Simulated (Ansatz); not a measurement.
The system is NiMoIrPdW.

```
Ni Mo Pd Ir W
1.0
     2.77046    0.00000    0.00000
    -1.38523    2.39928    0.00000
     0.00000    0.00000   21.88122
Ni Mo Pd Ir W
2 2 2 2 2
Direct
  0.33333 0.66667 0.04433
  0.66667 0.33333 0.95562
  0.66667 0.33333 0.34270
  0.66667 0.33333 0.76320
  0.33333 0.66667 0.44768
  0.33333 0.66667 0.65723
  0.33333 0.66667 0.23988
  0.33333 0.66667 0.86050
  0.66667 0.33333 0.13646
  0.66667 0.33333 0.55240
```

The cell was built by a generator and needn't be a form met in nature.

- Program: Ansatz 0.2.0
- Task: single point
- Functional: PBE
- Potentials or basis: Ansatz PAW
- Cutoff: 420 eV (not typed: the program's choice for these potentials)
- k mesh: 11 × 11 × 2
- Occupations: fermi-dirac, width 0.05 eV
- Spin: collinear spin, ferromagnetic start
- Starting moments: [1.0, 1.0, 1.0, 1.0, 0.0, 0.0, 0.6, 0.6, 0.0, 0.0] μB

On this cell: pressure -0.1 GPa; largest force 0.149 eV/Å; net moment 0.00 μB per cell; band gap on the k mesh none (metal or under the smearing width).

The same run follows on a disturbed copy (atoms moved at random, drawn with an rms of 0.05 Å):

```
CELL_PARAMETERS angstrom
2.77046 0.00000 0.00000
-1.38523 2.39928 0.00000
0.00000 0.00000 21.88122
ATOMIC_POSITIONS crystal
Ni 0.32188 0.65953 0.04411
Ni 0.68572 0.33655 0.95454
Mo 0.67177 0.33899 0.34370
Mo 0.67316 0.34661 0.76232
Pd 0.33130 0.65877 0.44760
Pd 0.33859 0.67578 0.65714
Ir 0.34614 0.65283 0.23927
Ir 0.31868 0.65814 0.86243
W 0.66497 0.32570 0.13794
W 0.64787 0.31821 0.55107
```

Q: What changes?

A: The energy (extrapolated to zero smearing) moves by +7.4 meV/atom; pressure -0.1 GPa; largest force 0.933 eV/Å; net moment 0.00 μB per cell; band gap on the k mesh none (metal or under the smearing width).

Forces on the atoms (eV/Å):
```
Ni   0.103  0.021  0.161
Ni  -0.199 -0.081  0.438
Mo   0.122 -0.176 -0.360
Mo  -0.091 -0.197  0.477
Pd  -0.078  0.031 -0.043
Pd  -0.052 -0.070 -0.158
Ir  -0.261  0.162  0.396
Ir   0.234  0.238 -0.871
W    0.104 -0.045 -0.385
W    0.118  0.117  0.345
```

Stress tensor (GPa, compression positive):
```
 0.20  0.11 -0.06
 0.11 -0.09  0.12
-0.06  0.12 -0.51
```

Caveats: the starting moments weren't kept.
